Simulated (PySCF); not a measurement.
# GeCl₃: structure of the doublet

Aim: relax GeCl₃ as a doublet from a trigonal pyramidal start, check by its vibrations whether the end is a minimum, and collect its spectrum and constants.

Program: PySCF 2.14.0. Level of theory: PBE0, basis Ge def2-TZVP, Cl def2-TZVP, no relativity, density fitting. These are calculated values, not measurements.

**1. Where the work starts**

4 atoms, charge 0, spin multiplicity 2.

Bond lengths: Ge1–Cl2 2.200 Å, Ge1–Cl3 2.200 Å, Ge1–Cl4 2.200 Å. Angles: Cl2–Ge1–Cl3 99.8°, Cl2–Ge1–Cl4 99.8°, Cl3–Ge1–Cl4 99.8°.

```xyz
4
charge 0 multiplicity 2
Ge    0.0000    0.0000    0.0000
Cl    1.9425    0.0000    1.0328
Cl   -0.9712    1.6822    1.0328
Cl   -0.9712   -1.6822    1.0328
```

**2. Finding the electronic state**

The steps below are one call of a driver around PySCF. For each, scf.py gives the equivalent set-up of the SCF; relaxations use the driver's own optimiser. After this first run the driver tries any further starts and a stability analysis.

The input, scf.py:

```python
from pyscf import gto, scf, dft
mol = gto.M(atom='''
Ge     0.000000     0.000000     0.000000
Cl     1.942500     0.000000     1.032800
Cl    -0.971200     1.682200     1.032800
Cl    -0.971200    -1.682200     1.032800''',
    basis={'Ge': 'def2-TZVP', 'Cl': 'def2-TZVP'},
    charge=0, spin=1)
mf = dft.UKS(mol, xc='PBE0')
mf.grids.atom_grid = (50, 194)
aux = {'Ge': 'def2-universal-JKFIT', 'Cl': 'def2-universal-JKFIT'}
mf = mf.density_fit(auxbasis=aux)
mf.conv_tol = 1e-08
mf.diis_space = 10
mf.max_cycle = 60
mf.init_guess = 'minao'
mf.verbose = 4
mf.kernel()
```

Launch:

```bash
> OMP_NUM_THREADS=4 python axn.py task.json out
```

The log of the run:

```text
init E= -3456.60761618355
[... the frontier-level lines of each cycle are left out ...]
cycle= 1 E= -3456.9046308375  delta_E= -0.297  |g|= 0.595  |ddm|= 1.43
cycle= 2 E= -3456.69209389023  delta_E= 0.213  |g|= 0.962  |ddm|= 1.17
cycle= 3 E= -3457.02293641432  delta_E= -0.331  |g|= 0.0712  |ddm|= 0.726
cycle= 4 E= -3457.02462383347  delta_E= -0.00169  |g|= 0.033  |ddm|= 0.0779
cycle= 5 E= -3457.02529550306  delta_E= -0.000672  |g|= 0.00398  |ddm|= 0.0329
cycle= 6 E= -3457.02530955244  delta_E= -1.4e-05  |g|= 0.00145  |ddm|= 0.00723
cycle= 7 E= -3457.02531095296  delta_E= -1.4e-06  |g|= 0.000451  |ddm|= 0.00189
cycle= 8 E= -3457.02531110797  delta_E= -1.55e-07  |g|= 9.74e-05  |ddm|= 0.000657
cycle= 9 E= -3457.02531111384  delta_E= -5.87e-09  |g|= 3.74e-05  |ddm|= 0.000126
Extra cycle  E= -3457.02531111477  delta_E= -9.31e-10  |g|= 2.99e-05  |ddm|= 7.21e-05
converged SCF energy = -3457.02531111477  <S^2> = 0.75453777  2S+1 = 2.0045326
```

This step, with its further starts and checks, took 22 s on 4 threads of Arm Neoverse V2, shared host.

No lower solution of this spin turned up in the test of internal stability.

**3. Relaxation: trigonal pyramidal start, doublet**

The program finds C3v symmetry in the start, which this walk keeps.

Edit scf.py of step 2 so:

```diff
@@ -3,4 +3,4 @@
-Ge     0.000000     0.000000     0.000000
-Cl     1.942500     0.000000     1.032800
-Cl    -0.971200     1.682200     1.032800
-Cl    -0.971200    -1.682200     1.032800''',
+Ge    -0.000003     0.000000    -0.605876
+Cl     1.942454    -0.000000     0.426915
+Cl    -0.971224     1.682213     0.426928
+Cl    -0.971224    -1.682213     0.426928''',
@@ -16 +15,0 @@
-mf.init_guess = 'minao'
```

Steps of the walk:

| step | energy (Eh) | change (kJ/mol) | largest symmetric gradient (Eh/bohr) |
| --- | --- | --- | --- |
| 0 | -3457.025311 | 0.00 | 0.04193 |
| 1 | -3457.034502 | -24.13 | 0.00982 |
| 2 | -3457.035152 | -25.84 | 0.00125 |
| 3 | -3457.035168 | -25.88 | 0.00005 |

The walk took 22 s.

End point (C3v, 3 steps, 25.9 kJ/mol gained): Ge–Cl 2.149 Å (×3); Cl–Ge–Cl 108.6° (×3).

**4. Hessian and properties**

The point is checked on the finer grid, and tightened if its gradient asks for it. The Hessian and the dipole derivatives come from central differences of analytic gradients, with steps of 0.02 bohr.

Edit scf.py of step 3 so:

```diff
@@ -3,4 +3,4 @@
-Ge    -0.000003     0.000000    -0.605876
-Cl     1.942454    -0.000000     0.426915
-Cl    -0.971224     1.682213     0.426928
-Cl    -0.971224    -1.682213     0.426928''',
+Ge    -0.000002     0.000000    -0.435261
+Cl     2.016589    -0.000000     0.308017
+Cl    -1.008292     1.746416     0.308030
+Cl    -1.008292    -1.746416     0.308030''',
@@ -10 +10 @@
-mf.grids.atom_grid = (50, 194)
+mf.grids.atom_grid = (75, 302)
@@ -13 +13 @@
-mf.conv_tol = 1e-08
+mf.conv_tol = 1e-10
```

The driver hands on the density of the step before, so the log starts near convergence.

Log of the central SCF (cycles and frontier levels):

```text
init E= -3457.0351236033
[... the frontier-level lines of each cycle are left out ...]
cycle= 1 E= -3457.03512360318  delta_E= 1.18e-10  |g|= 2.16e-05  |ddm|= 2.63e-05
cycle= 2 E= -3457.03512360291  delta_E= 2.68e-10  |g|= 3.38e-05  |ddm|= 4.02e-05
cycle= 3 E= -3457.03512360338  delta_E= -4.68e-10  |g|= 1.02e-06  |ddm|= 2.43e-05
cycle= 4 E= -3457.03512360339  delta_E= -4.55e-12  |g|= 1.09e-07  |ddm|= 6.88e-07
Extra cycle  E= -3457.03512360338  delta_E= 1.82e-12  |g|= 6.57e-08  |ddm|= 2.82e-07
converged SCF energy = -3457.03512360338  <S^2> = 0.75352282  2S+1 = 2.0035197
```

The whole step took 96 s.

Geometry: C3v; Ge–Cl 2.149 Å (×3); Cl–Ge–Cl 108.7° (×3).

Harmonic modes (main isotopes):

```json
{"symmetry": "e", "ω (cm⁻¹)": "131", "IR (km/mol)": "3.8", "μ (u)": "37.58", "type": "bend"}
{"symmetry": "a1", "ω (cm⁻¹)": "166", "IR (km/mol)": "4.8", "μ (u)": "44.84", "type": "bend"}
{"symmetry": "a1", "ω (cm⁻¹)": "389", "IR (km/mol)": "10.3", "μ (u)": "38.38", "type": "stretch"}
{"symmetry": "e", "ω (cm⁻¹)": "428", "IR (km/mol)": "190", "μ (u)": "44.18", "type": "stretch"}
```

μ is the mass of the mode for normalised Cartesian displacements, not the reduced mass of the usual diatomic formula.

Every mode is real; the point is a minimum.

Constants and moments:

```
Dipole moment                                                   : 1.14 D
Highest occupied level                                          : -7.55 eV
Lowest empty level                                              : -4.51 eV
Rotational constants                                            : 0.07105, 0.07105, 0.03951 cm⁻¹
Zero-point energy                                               : 10.0 kJ/mol
Principal polarisabilities                                      : 47.8, 74.9, 74.9 bohr³
Atomisation energy without zero-point energy                    : 1018 kJ/mol
Principal traceless quadrupole moments about the centre of mass : -1.54, -1.54, 3.07 D Å
Entropy at 298.15 K and 1 bar (electronic part: spin only)      : 335.7 J/(mol K)
Heat capacity Cp at 298.15 K                                    : 75.3 J/(mol K)
Enthalpy at 298.15 K above 0 K                                  : 17.42 kJ/mol
Rotational symmetry number                                      : 3
Spin squared ⟨S²⟩                                               : 0.754
```

Charges (e) and bond orders:

```csv
atom,Mulliken,Löwdin,polar tensor,spin (Mulliken),Mayer order to Ge1
Ge1,0.74,-0.37,1.49,0.61,–
"Cl2,3,4",-0.25,0.12,-0.50,0.13,1.07
```

Mulliken populations on Ge1: s 7.37, p 13.51, d 10.32, f 0.06.

**5. Results**

| quantity | value |
| --- | --- |
| minimum | doublet, C3v |
| geometry | Ge–Cl 2.149 Å (×3); Cl–Ge–Cl 108.7° (×3) |
| wavenumbers (cm⁻¹) | 131 (e), 166 (a1), 389 (a1), 428 (e) |
| dipole moment | 1.14 D |
| highest occupied, lowest empty level (either spin) | -7.55, -4.51 eV |
| polar-tensor charge of Ge1 | +1.49 e |
| zero-point energy | 10.0 kJ/mol |
| entropy at 298.15 K | 335.7 J/(mol K) |
| atomisation energy (no zero-point energy) | 1018 kJ/mol |
| ⟨S²⟩ | 0.754 |

The trigonal pyramidal start keeps its C3v symmetry and ends in a minimum. In the infrared the band at 428 cm⁻¹ (e, stretch) leads. Most of the spin sits on Ge1 (Mulliken spin 0.61, against 1 for the whole molecule). Other starts or spin states, not run here, may lie lower.

The search up to here took 2.3 min.
